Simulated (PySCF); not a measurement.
# [Pr(H2O)]3+: other functionals and bases at one geometry

An exercise on one series of results from a longer session: the logs are not shown, and one member is left open.

Program: PySCF 2.14.0. Level of theory: several levels, as the steps say, no spin–orbit coupling. These are calculated values, not measurements.

2 further runs of the same task are left out: 2 for a known fault of the program.

## Where the work starts

4 atoms, charge 3, spin multiplicity 1.

Bond lengths: Pr1–O2 2.296 Å, O2–H3 1.003 Å, O2–H4 1.003 Å. Angles: Pr1–O2–H3 128.9°, Pr1–O2–H4 128.9°, H3–O2–H4 102.2°.

Coordinates:

```xyz
4

Pr    0.0000    0.0000   -0.1355
O     0.0000    0.0000    2.1608
H     0.7803    0.0000    2.7903
H    -0.7803    0.0000    2.7903
```

Formal oxidation states: Pr +3. Each metal's 2 4f electrons lie in its core potential, so multiplicities, spins and levels count the valence alone. An earlier session relaxed this geometry at B3LYP, Pr lcecp-1-SVP with ECP48, O def2-SVP, H def2-SVP (singlet, point group C2v).

At B3LYP on the finer grid: E = -107.953264 Eh, HOMO -27.08 eV, LUMO -20.51 eV, Mulliken charge on Pr1 +2.58 e, largest force component 0.007 eV/Å. 

Levels to run: revPBE; BP86; r2SCAN; TPSSh; B3LYP, TZVP. Hardware: 2 threads of Intel Xeon Platinum 8259CL at 2.50GHz (Skylake/Cascade Lake), shared host.

The first run:

run.py (the lines that set the calculation)

```python
mol = gto.M(atom='''
Pr     0.00000     0.00000    -0.13550
O      0.00000     0.00000     2.16079
H      0.78035     0.00000     2.79029
H     -0.78035     0.00000     2.79029''',
    basis={'Pr': 'lcecp-1-SVP', 'O': 'def2-SVP', 'H': 'def2-SVP'},
    ecp={'Pr': 'lcecp-1-SVP'},
    charge=3, spin=0)
mf = dft.RKS(mol, xc='PBE_R,PBE')
mf.grids.atom_grid = (75, 302)  # f atoms: unpruned, at least (60, 302)
mf = mf.density_fit()  # fitting sets: Pr AutoAux, O def2-universal-JKFIT, H def2-universal-JKFIT
mf.conv_tol = 1e-08; mf.max_cycle = 55
mf.kernel(dm0)  # dm0: the density of the relaxed state
```

On the command line:

```bash
$ OMP_NUM_THREADS=2 python run.py
```

Among the steps run: revPBE; BP86; r2SCAN; TPSSh; B3LYP, TZVP.

One table of the session follows, with a row left open; its other results are not shown here.

```
               level  HOMO (eV)  gap (eV)  charge on Pr1 (e)  dipole (D)  largest force component (eV/Å)
B3LYP (relaxed here)     -27.08      6.58               2.58        2.62                            0.01
              revPBE     -25.70      4.58               2.54        2.88                            0.26
                BP86          ?         ?                  ?           ?                               ?
              r2SCAN     -26.00      5.53               2.59        2.61                            0.05
               TPSSh     -26.41      5.88               2.58        2.65                            0.10
         B3LYP, TZVP     -27.11      6.64               2.66        2.65                            0.28
```

Estimate the missing values for BP86.

The run gave: HOMO (eV): -25.85; gap (eV): 4.74; charge on Pr1 (e): 2.54; dipole (D): 2.89; largest force component (eV/Å): 0.49. In the column «HOMO (eV)» it lies between r2SCAN (-26.00) and revPBE (-25.70).

The dipole of a charged species depends on the origin, so these sizes hold for this origin alone.

In one basis the HOMO–LUMO gap runs from 4.58 eV (revPBE) to 6.58 eV (B3LYP). The largest leftover force, 0.49 eV/Å with BP86, stands at a geometry relaxed at another level. With 4f in the core, its levels are missing from HOMO and gap, and its count is fixed, so no charge can pass from the ligands into it. Total energies of different levels can't be compared.
